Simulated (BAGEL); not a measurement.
# CH6AlNS (SMILES [AlH2][NH]CS): HF/6-31G(d) (density fitting with qzvpp-jkfit, spherical functions)

What is the vertical ionisation energy of CH6AlNS at HF/6-31G* (density fitting with qzvpp-jkfit, spherical functions)? 

Program for the calculation: BAGEL 1.2.2.

1 further run of the same task is left out (it didn't finish).

## 1. The system as given

CH6AlNS has 10 atoms, charge 0, and is taken as a singlet. SMILES: `[AlH2][NH]CS`. The coordinates come from a PBE0-D4/def2-TZVP relaxation. This is one conformer, not always the lowest.

Bond lengths: Al1–N2 1.777 Å, N2–C3 1.428 Å, C3–S4 1.836 Å, Al1–H5 1.582 Å, Al1–H6 1.581 Å, N2–H7 1.010 Å, C3–H8 1.092 Å, C3–H9 1.092 Å, S4–H10 1.343 Å. Some angles: Al1–N2–C3 127.4°, N2–C3–S4 116.2°, Al1–N2–H7 120.0°, C3–N2–H7 112.1°, N2–Al1–H5 116.7°, N2–Al1–H6 117.4°, N2–C3–H8 112.3°, N2–C3–H9 110.0°, S4–C3–H8 107.2°, S4–C3–H9 103.2°.

## 2. A single-point energy at HF/6-31G(d) (density fitting with qzvpp-jkfit, spherical functions)

File hf.json:

```json
{ "bagel": [

{
  "title": "molecule",
  "basis": "6-31gs.json",
  "df_basis": "qzvpp-jkfit",
  "angstrom": true,
  "geometry": [
    { "atom": "Al", "xyz": [   -0.786200,    1.757100,   -0.006600 ] },
    { "atom": "N", "xyz": [   -0.364000,    0.097300,    0.467400 ] },
    { "atom": "C", "xyz": [    0.811400,   -0.633200,    0.116600 ] },
    { "atom": "S", "xyz": [    0.643300,   -1.817100,   -1.276700 ] },
    { "atom": "H", "xyz": [    0.316000,    2.572100,   -0.796300 ] },
    { "atom": "H", "xyz": [   -2.202900,    2.302200,    0.436700 ] },
    { "atom": "H", "xyz": [   -1.038300,   -0.477100,    0.952700 ] },
    { "atom": "H", "xyz": [    1.223700,   -1.187300,    0.963000 ] },
    { "atom": "H", "xyz": [    1.587600,    0.052200,   -0.231400 ] },
    { "atom": "H", "xyz": [   -0.107700,   -2.717300,   -0.622400 ] }
  ]
},
{
  "title": "hf"
},
{
  "title": "print",
  "file": "orbitals.molden",
  "orbitals": true
}

]}
```

The basis set 6-31G* is read from a file made from the Basis Set Exchange's data (not shown).

Launch:

```bash
$ BAGEL_NUM_THREADS=1 BAGEL hf.json > hf.out
```

The log of the run:

```text
* using 1 threads per process

  ===============================================================
  ===============================================================

  *** Geometry ***

  { "atom" : "Al", "xyz" : [     -1.485703,      3.320438,     -0.012472 ] },
  { "atom" : "N", "xyz" : [     -0.687860,      0.183870,      0.883258 ] },
  { "atom" : "C", "xyz" : [      1.533324,     -1.196575,      0.220342 ] },
  { "atom" : "S", "xyz" : [      1.215661,     -3.433821,     -2.412613 ] },
  { "atom" : "H", "xyz" : [      0.597153,      4.860565,     -1.504789 ] },
  { "atom" : "H", "xyz" : [     -4.162878,      4.350527,      0.825243 ] },
  { "atom" : "H", "xyz" : [     -1.962103,     -0.901588,      1.800342 ] },
  { "atom" : "H", "xyz" : [      2.312458,     -2.243672,      1.819806 ] },
  { "atom" : "H", "xyz" : [      3.000129,      0.098644,     -0.437283 ] },
  { "atom" : "H", "xyz" : [     -0.203524,     -5.134953,     -1.176166 ] },

  Number of auxiliary basis functions:      516

  Since a DF basis is specified, we compute 2- and 3-index integrals:
    o Being stored without compression. Storage requirement is 0.024 GB

  Number of basis functions:       76
  Number of electrons      :       48

    * METHOD: MOLECULE                             0.23

  *** RHF ***

  === Nuclear Repulsion ===
   193.9928077957

      * DIIS with orbital gradients will be used.

  === RHF iteration (6-31gs.json) ===
      0       -735.03723142          0.01978077           0.06
      1       -735.16050382          0.01274052           0.05
      2       -735.22426095          0.00166564           0.05
      3       -735.22621268          0.00031185           0.05
      4       -735.22627832          0.00009521           0.05
      5       -735.22628605          0.00002741           0.05
      6       -735.22628675          0.00001027           0.05
      7       -735.22628688          0.00000240           0.05
      8       -735.22628689          0.00000067           0.05
      9       -735.22628689          0.00000022           0.05
     10       -735.22628689          0.00000007           0.05
     11       -735.22628689          0.00000003           0.05
     12       -735.22628689          0.00000001           0.05
     13       -735.22628689          0.00000000           0.05
    * SCF iteration converged.

    * Permanent dipole moment:
           (    0.230902,     0.036775,    -0.737822) a.u.

    * METHOD: HF                                   0.90

    * METHOD: PRINT                                0.01

  ===============================================================
```

Run time: 1.3 s. Hardware: 1 thread of Arm Neoverse V2, shared host; peak memory 0.12 GiB.

## 3. The doublet cation at the same level

File input.json:

```json
{ "bagel" : [

{
  "title" : "molecule",
  "basis" : "6-31gs.json",
  "df_basis" : "qzvpp-jkfit",
  "angstrom" : true,
  "geometry" : [
    { "atom" : "Al", "xyz" : [   -0.786200,    1.757100,   -0.006600 ] },
    { "atom" : "N", "xyz" : [   -0.364000,    0.097300,    0.467400 ] },
    { "atom" : "C", "xyz" : [    0.811400,   -0.633200,    0.116600 ] },
    { "atom" : "S", "xyz" : [    0.643300,   -1.817100,   -1.276700 ] },
    { "atom" : "H", "xyz" : [    0.316000,    2.572100,   -0.796300 ] },
    { "atom" : "H", "xyz" : [   -2.202900,    2.302200,    0.436700 ] },
    { "atom" : "H", "xyz" : [   -1.038300,   -0.477100,    0.952700 ] },
    { "atom" : "H", "xyz" : [    1.223700,   -1.187300,    0.963000 ] },
    { "atom" : "H", "xyz" : [    1.587600,    0.052200,   -0.231400 ] },
    { "atom" : "H", "xyz" : [   -0.107700,   -2.717300,   -0.622400 ] }
  ]
},
{
  "title" : "uhf",
  "charge" : 1,
  "nopen" : 1
},
{
  "title" : "print",
  "file" : "orbitals.molden",
  "orbitals" : true
}

]}
```

The basis set 6-31G* is read from a file made from the Basis Set Exchange's data (not shown).

Launch:

```bash
$ BAGEL_NUM_THREADS=1 BAGEL input.json > input.out
```

The log of the run:

```text
* using 1 threads per process

  ===============================================================
  ===============================================================

  *** Geometry ***

  { "atom" : "Al", "xyz" : [     -1.485703,      3.320438,     -0.012472 ] },
  { "atom" : "N", "xyz" : [     -0.687860,      0.183870,      0.883258 ] },
  { "atom" : "C", "xyz" : [      1.533324,     -1.196575,      0.220342 ] },
  { "atom" : "S", "xyz" : [      1.215661,     -3.433821,     -2.412613 ] },
  { "atom" : "H", "xyz" : [      0.597153,      4.860565,     -1.504789 ] },
  { "atom" : "H", "xyz" : [     -4.162878,      4.350527,      0.825243 ] },
  { "atom" : "H", "xyz" : [     -1.962103,     -0.901588,      1.800342 ] },
  { "atom" : "H", "xyz" : [      2.312458,     -2.243672,      1.819806 ] },
  { "atom" : "H", "xyz" : [      3.000129,      0.098644,     -0.437283 ] },
  { "atom" : "H", "xyz" : [     -0.203524,     -5.134953,     -1.176166 ] },

  Number of auxiliary basis functions:      516

  Since a DF basis is specified, we compute 2- and 3-index integrals:
    o Being stored without compression. Storage requirement is 0.024 GB

  Number of basis functions:       76
  Number of electrons      :       48

    * METHOD: MOLECULE                             0.23

  *** Open-shell HF ***

  === Nuclear Repulsion ===
   193.9928077957

      * DIIS with orbital gradients will be used.

  === UHF iteration (6-31gs.json) ===
      0       -734.70414442          0.04036534           0.11
      1       -734.84234831          0.02720973           0.11
      2       -734.89012288          0.01840987           0.11
      3       -734.92514515          0.00145683           0.11
      4       -734.92621088          0.00044367           0.11
      5       -734.92636770          0.00020599           0.11
      6       -734.92643219          0.00009657           0.11
      7       -734.92645062          0.00006171           0.11
      8       -734.92646144          0.00003332           0.11
      9       -734.92646445          0.00001991           0.11
     10       -734.92646526          0.00001235           0.11
     11       -734.92646578          0.00000872           0.11
     12       -734.92646612          0.00000469           0.11
     13       -734.92646623          0.00000202           0.11
     14       -734.92646624          0.00000093           0.11
     15       -734.92646624          0.00000063           0.11
     16       -734.92646624          0.00000038           0.11
     17       -734.92646624          0.00000021           0.11
     18       -734.92646624          0.00000014           0.11
     19       -734.92646624          0.00000011           0.11
     20       -734.92646624          0.00000008           0.11
     21       -734.92646624          0.00000004           0.11
     22       -734.92646624          0.00000002           0.11
     23       -734.92646624          0.00000001           0.11
     24       -734.92646624          0.00000001           0.11
    * SCF iteration converged.

    * S^2 (UHF) is 0.7629

    * Permanent dipole moment:
           (   -0.539237,     2.166064,     0.218957) a.u.

    * METHOD: UHF                                  2.82

    * METHOD: PRINT                                0.01

  ===============================================================
```

It took 3.3 s on 1 thread of Arm Neoverse V2, shared host; peak memory 0.12 GiB.

## 4. Outcome

Level: HF/6-31G* (density fitting with qzvpp-jkfit, spherical functions).

```
                                          quantity          value
                     singlet CH6AlNS: total energy  -735.22629 Eh
                    singlet CH6AlNS: dipole moment         1.97 D
                      singlet CH6AlNS: HOMO energy       -9.60 eV
                      singlet CH6AlNS: LUMO energy        1.82 eV
                    singlet CH6AlNS: HOMO–LUMO gap       11.42 eV
                      doublet cation: total energy  -734.92647 Eh
                              doublet cation: ⟨S²⟩          0.763
vertical ionisation energy (to the doublet cation)       8.159 eV
```

**Reading.** Removing an electron at fixed nuclei costs 8.16 eV (188 kcal/mol). −ε(HOMO) before ionisation, 9.60 eV, is 1.44 eV above this ionisation energy.
